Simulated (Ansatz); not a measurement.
# CH2FNOSn: a ladder of functionals and wavefunction methods

One table from this session's results is given with a row withheld; the runs are named, their logs left out.

Method: functionals in def2-TZVPP, the program's frozen cores in correlated methods; program: Ansatz 0.2.0, Gaussian basis.

Levels to be run: LDA (SPW92), PBE-D4, revPBE-D4, BLYP-D4, r2SCAN-D4, B97M-V, PBE0-D4, B3LYP-D4, r2SCANh-D4, r2SCAN0-D4, HSE06-D4, BHLYP-D4, CAM-B3LYP-D4, LC-ωPBE, ωB97X-V, ωB97M-V, B2PLYP, PBE-QIDH; CCSD(T)/def2-SVP; CCSD(T)/def2-TZVPP; MP2/def2-QZVPP; extrapolation to the limit; RPA on PBE.

**The geometry**

The geometry comes from an earlier relaxation with PBE0-D4 in a triple-zeta def2 set; it is a stationary point, not always the lowest conformer. Sn takes the def2 core potential; no spin-orbit term is included.

SMILES `O=C=[N][SnH2][F]`, 7 atoms, charge 0, spin multiplicity 1.

Atoms are counted from 1 here; the program's logs count them from 0.

Bond lengths: O1–C2 1.165 Å, C2–N3 1.203 Å, N3–Sn4 2.002 Å, Sn4–F5 1.915 Å, Sn4–H6 1.690 Å, Sn4–H7 1.694 Å. Angles: O1–C2–N3 176.2°, C2–N3–Sn4 138.7°, N3–Sn4–F5 104.6°, N3–Sn4–H6 107.3°, N3–Sn4–H7 109.3°, F5–Sn4–H6 107.1°, F5–Sn4–H7 106.4°, H6–Sn4–H7 120.9°.

Set-up of the first run:

Input file in.yaml:

```yaml
crystal:
  periodic: [false, false, false]
  atoms:
    - {symbol: O, position_ang: [-0.221736, -2.869281, -0.931603]}
    - {symbol: C, position_ang: [-0.121538, -1.906785, -0.283816]}
    - {symbol: N, position_ang: [-0.020930, -0.958236, 0.449393]}
    - {symbol: Sn, position_ang: [0.157431, 1.031635, 0.318540]}
    - {symbol: F, position_ang: [-0.877092, 1.510008, -1.220139]}
    - {symbol: H, position_ang: [-0.618634, 1.696104, 1.665182]}
    - {symbol: H, position_ang: [1.763801, 1.428456, -0.043156]}
basis:
  gaussian: {orbitals: def2-TZVPP}
hamiltonian: {xc: lda}
output: {orbitals: {seedname: orbitals}}
```

Steps of the session up to this table: LDA; PBE-D4 (GGA); revPBE-D4 (GGA); BLYP-D4 (GGA); r2SCAN-D4 (meta-GGA); B97M-V (meta-GGA); PBE0-D4 (hybrid); B3LYP-D4 (hybrid); r2SCANh-D4 (hybrid); r2SCAN0-D4 (hybrid); HSE06-D4 (hybrid); BHLYP-D4 (hybrid); CAM-B3LYP-D4 (range-separated); LC-ωPBE-D4 (range-separated; the results give it without D4); ωB97X-V (range-separated); ωB97M-V (range-separated); B2PLYP (double hybrid); PBE-QIDH (double hybrid).

One table of the session follows, with a row left open; its other results are not shown here.

It belongs to the step «Orbital energies across the functionals». 

```
  functional  HOMO (eV)  gap (eV)
 LDA (SPW92)      -7.44      5.17
      PBE-D4      -7.23      5.23
   revPBE-D4      -7.16      5.26
     BLYP-D4      -7.10      5.12
   r2SCAN-D4      -7.55      5.87
      B97M-V      -7.58      5.81
     PBE0-D4      -8.64      7.56
    B3LYP-D4      -8.39      6.99
  r2SCANh-D4      -8.07      6.73
  r2SCAN0-D4          ?         ?
    HSE06-D4      -8.23      6.79
    BHLYP-D4      -9.94      9.68
CAM-B3LYP-D4     -10.01      9.83
     LC-ωPBE     -11.34     12.38
     ωB97X-V     -10.97     11.89
     ωB97M-V     -10.87     11.48
```

Q: Estimate the row for r2SCAN0-D4 from the others.

Worked estimate for «HOMO (eV)». Against the share of exact exchange, r2SCAN-D4 (0, -7.55), r2SCANh-D4 (0.1, -8.07) give a slope of -5.20 per unit share; at 0.25 the line stands at -8.85.

As computed: HOMO (eV): -8.86; gap (eV): 8.01. In «HOMO (eV)» the line misses by +0.01.
